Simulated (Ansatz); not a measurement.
# ClFGeH, SMILES [F][GeH][Cl]: an atomisation energy

Program: the Python package of Ansatz (0.2.0).

The cells in order, each with its output:

**Cell 1**
```python
from collections import Counter

import ansatz as az
```

**Cell 2**
```python
def single_point(molecule, charge=0, unpaired=0):
    calc = molecule.calculation().basis(gaussian='def2-SVPD').functional('hf')
    if charge:
        calc = calc.charge(charge)
    if unpaired:
        calc = calc.spin('collinear', total=unpaired)
    return calc.run().report['free_energy_ev']
```

**Cell 3**
```python
geometry_ang = [
    ('F', (0.5233, -0.6584, 1.509)),
    ('Ge', (0.4305, -0.0569, -0.1677)),
    ('Cl', (-1.3527, -0.8507, -1.1679)),
    ('H', (0.4543, 1.5057, -0.1936)),
]
molecule = az.Crystal.molecule()
for symbol, xyz in geometry_ang:
    molecule = molecule.atom(symbol, xyz)
```

**Cell 4**
```python
unpaired = {'F': 1, 'Ge': 2, 'Cl': 1, 'H': 1}
counts = Counter(site.symbol for site in molecule.cartesian_sites)
atom_energy = {s: single_point(az.Crystal.molecule().atom(s, (0, 0, 0)), 0, unpaired[s]) for s in counts}
whole = single_point(molecule, 0, 1)
for s, e in atom_energy.items():
    print(f'{s:2s} x{counts[s]}  {e:14.5f} eV')
print(f'ClFGeH: {whole:.5f} eV')
split = sum(counts[s] * e for s, e in atom_energy.items()) - whole
print(f'atomisation energy (no zero-point term): {split:.3f} eV, {split / sum(counts.values()):.3f} eV an atom')
```
Output:
```text
F  x1     -2701.80749 eV
Ge x1    -56465.21878 eV
Cl x1    -12498.90258 eV
H  x1       -13.58606 eV
ClFGeH: -71687.21268 eV
atomisation energy (no zero-point term): 7.698 eV, 1.924 eV an atom
```

7.698 eV from the electronic energies, without the zero-point term.

Caveats:
- Total energies depend on the basis set; only differences at equal settings carry meaning.
- The geometry is a force-field or estimated start, not a minimum of this method, and the basis set is short of its limit. All parts are taken at fixed geometry, without zero-point energy.
- The species is open-shell (spin multiplicity 2).
- Hartree-Fock leaves correlation out, so bond, atomisation and ionisation energies come out well too low.
- It ran for 2.3 s on 1 thread of Arm Neoverse V2, on a shared host, peak memory 0.28 GiB.

(Lines on the test bed's own set-up are left out of the output.)
